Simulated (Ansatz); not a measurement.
# C₂H₉AlSSi: one species, many methods

An exercise on one series of results from a longer session: the logs are not shown, and one member is left open.

Method: functionals in def2-TZVPP, the program's frozen cores in correlated methods; program: Ansatz 0.2.0, Gaussian basis.

Plan: LDA (SPW92), PBE-D4, revPBE-D4, BLYP-D4, r2SCAN-D4, B97M-V, PBE0-D4, B3LYP-D4, r2SCANh-D4, r2SCAN0-D4, HSE06-D4, BHLYP-D4, CAM-B3LYP-D4, LC-ωPBE, ωB97X-V, ωB97M-V, B2PLYP, PBE-QIDH; CCSD(T)/def2-SVP; CCSD(T)/def2-TZVPP; MP2/def2-QZVPP; extrapolation to the limit; RPA on PBE.

## Structure used throughout

An earlier PBE0-D4 in a triple-zeta def2 set relaxation fixed the geometry.

SMILES `C[SiH](C)[S][AlH2]`, 14 atoms, charge 0, spin multiplicity 1.

Atoms are counted from 1 here; the program's logs count them from 0.

Bond lengths: C1–Si2 1.858 Å, C1–H6 1.091 Å, C1–H7 1.093 Å, C1–H8 1.093 Å, Si2–C3 1.858 Å, Si2–S4 2.098 Å, Si2–H9 1.567 Å, C3–H10 1.093 Å, C3–H11 1.091 Å, C3–H12 1.093 Å, S4–Al5 2.247 Å, Al5–H13 1.583 Å, Al5–H14 1.583 Å. Angles: Si2–C1–H6 110.5°, Si2–C1–H7 111.3°, Si2–C1–H8 109.5°, H6–C1–H7 109.1°, H6–C1–H8 108.0°, H7–C1–H8 108.4°, C1–Si2–C3 113.7°, C1–Si2–S4 115.4°, C1–Si2–H9 104.9°, C3–Si2–S4 115.4°, C3–Si2–H9 104.9°, S4–Si2–H9 100.4°, Si2–C3–H10 109.5°, Si2–C3–H11 110.5°, Si2–C3–H12 111.3°, H10–C3–H11 108.0°, H10–C3–H12 108.4°, H11–C3–H12 109.1° and more.

Geometry (Å):

```mol
C2H9AlSSi
  3D, bonds by distance, orders not assigned

 14 13  0  0  0  0  0  0  0  0999 V2000
   -1.7343    0.8237    0.2889 C   0  0
   -0.2025   -0.1834   -0.0125 Si  0  0
    0.1976   -1.3629    1.3660 C   0  0
   -0.0062   -0.9635   -1.9497 S   0  0
    1.6427    0.5549   -1.7952 Al  0  0
   -1.8486    1.5866   -0.4828 H   0  0
   -1.7047    1.3080    1.2680 H   0  0
   -2.6118    0.1723    0.2534 H   0  0
    0.9712    0.8554   -0.0069 H   0  0
   -0.5542   -2.1562    1.3975 H   0  0
    1.1714   -1.8267    1.2016 H   0  0
    0.2029   -0.8552    2.3336 H   0  0
    1.3740    1.9908   -2.4050 H   0  0
    3.0894    0.0271   -1.4282 H   0  0
  1  2  8  0
  2  3  8  0
  2  4  8  0
  4  5  8  0
  1  6  8  0
  1  7  8  0
  1  8  8  0
  2  9  8  0
  3 10  8  0
  3 11  8  0
  3 12  8  0
  5 13  8  0
  5 14  8  0
M  END
```

Set-up of the first run:

The input, in.yaml:

```yaml
crystal:
  periodic: [false, false, false]
  atoms:
    - {symbol: C, position_ang: [-1.734271, 0.823686, 0.288939]}
    - {symbol: Si, position_ang: [-0.202530, -0.183396, -0.012490]}
    - {symbol: C, position_ang: [0.197550, -1.362866, 1.365966]}
    - {symbol: S, position_ang: [-0.006185, -0.963460, -1.949723]}
    - {symbol: Al, position_ang: [1.642692, 0.554898, -1.795173]}
    - {symbol: H, position_ang: [-1.848554, 1.586578, -0.482781]}
    - {symbol: H, position_ang: [-1.704699, 1.307978, 1.268006]}
    - {symbol: H, position_ang: [-2.611768, 0.172299, 0.253435]}
    - {symbol: H, position_ang: [0.971206, 0.855384, -0.006874]}
    - {symbol: H, position_ang: [-0.554183, -2.156226, 1.397459]}
    - {symbol: H, position_ang: [1.171448, -1.826744, 1.201635]}
    - {symbol: H, position_ang: [0.202902, -0.855250, 2.333610]}
    - {symbol: H, position_ang: [1.374026, 1.990771, -2.404968]}
    - {symbol: H, position_ang: [3.089367, 0.027146, -1.428243]}
basis:
  gaussian: {orbitals: def2-TZVPP}
hamiltonian: {xc: lda}
output: {orbitals: {seedname: orbitals}}
```

On the command line:

```sh
$ ansatz run in.yaml --threads 4 --pin off --events-out ev --progress --plain --max-ram 10444MiB
```

Among the steps run: LDA; PBE-D4 (GGA); revPBE-D4 (GGA); BLYP-D4 (GGA); r2SCAN-D4 (meta-GGA); B97M-V (meta-GGA); PBE0-D4 (hybrid); B3LYP-D4 (hybrid); r2SCANh-D4 (hybrid); r2SCAN0-D4 (hybrid); HSE06-D4 (hybrid); BHLYP-D4 (hybrid); CAM-B3LYP-D4 (range-separated); LC-ωPBE (range-separated); ωB97X-V (range-separated); ωB97M-V (range-separated); B2PLYP (double hybrid); PBE-QIDH (double hybrid).

One of the session's tables, all rows but one given; the rest of the session is left out.

It belongs to the step «Orbital energies across the functionals». 

```
  functional  HOMO (eV)  gap (eV)
 LDA (SPW92)      -5.99      4.51
      PBE-D4      -5.91      4.67
   revPBE-D4      -5.87      4.73
     BLYP-D4      -5.74      4.65
   r2SCAN-D4          ?         ?
      B97M-V      -6.33      5.30
     PBE0-D4      -7.08      6.62
    B3LYP-D4      -6.84      6.20
  r2SCANh-D4      -6.62      5.99
  r2SCAN0-D4      -7.27      7.02
    HSE06-D4      -6.69      5.85
    BHLYP-D4      -8.12      8.46
CAM-B3LYP-D4      -8.36      8.83
     LC-ωPBE      -9.73     11.27
     ωB97X-V      -9.39     10.83
     ωB97M-V      -9.23     10.35
```

Q: Estimate the row for r2SCAN-D4 from the others.

Worked estimate for «HOMO (eV)». Against the share of exact exchange, r2SCANh-D4 (0.1, -6.62), r2SCAN0-D4 (0.25, -7.27) give a slope of -4.33 per unit share; at 0 the line stands at -6.19.

**Answer.** HOMO (eV): -6.19; gap (eV): 5.30. In «HOMO (eV)» the line misses by 0.00.
